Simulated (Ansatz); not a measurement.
# Y (Y, fcc): the cost of one run

Program: Ansatz 0.2.0. Level of theory: DFT m-r2SCAN, plane waves (500 eV) with PAW, scalar-relativistic; PBE-made PAW files; m-r²SCAN is r²SCAN on the gauge-invariant kinetic-energy density. These are calculated values, not measurements.

## 1. The structure to begin with

It takes space group Fm-3m (No. 225, cubic). The conventional cell has a = 5.092 Å, b = 5.092 Å, c = 5.092 Å, α = 90.00°, β = 90.00°, γ = 90.00°. Around Y (site symmetry m-3m) lie 12 Y at 3.60 Å.

Structure file:

```
CELL_PARAMETERS angstrom
0.00000 2.54612 2.54612
2.54612 0.00000 2.54612
2.54612 2.54612 0.00000
ATOMIC_POSITIONS crystal
Y 0.00000 0.00000 0.00000
```

The atoms start with moments of +1 μB.

## 2. Geometry optimisation

input.yaml

```yaml
crystal:
  lattice:
    - [0.0, 2.5461215815, 2.5461215815]
    - [2.5461215815, 0.0, 2.5461215815]
    - [2.5461215815, 2.5461215815, 0.0]
  atoms:
    - { symbol: "Y", position: [0.0, 0.0, 0.0], spin: 1.0 }
hamiltonian:
  xc: mr2scan
  pseudopotentials:
    kind: paw
    azcp:
      "Y": "pseudopotentials/Y.paw.azcp"
basis:
  ecutwfc: 500
  fft_grid_basis: typed
kpoints:
  mp_grid: { grid: [11, 11, 11], shift: [0, 0, 0] }
magnetization:
  spin_polarized: true
scf:
  occupations: { method: fermi_dirac, width: 0.05 }
relax:
  max_steps: 60
  f_tol: 0.01
  cell: {}
```

Q: Estimate wall time and peak memory on 2 threads of an Arm CPU, shared host.

About 10 s, with a peak of 0.4 GiB.
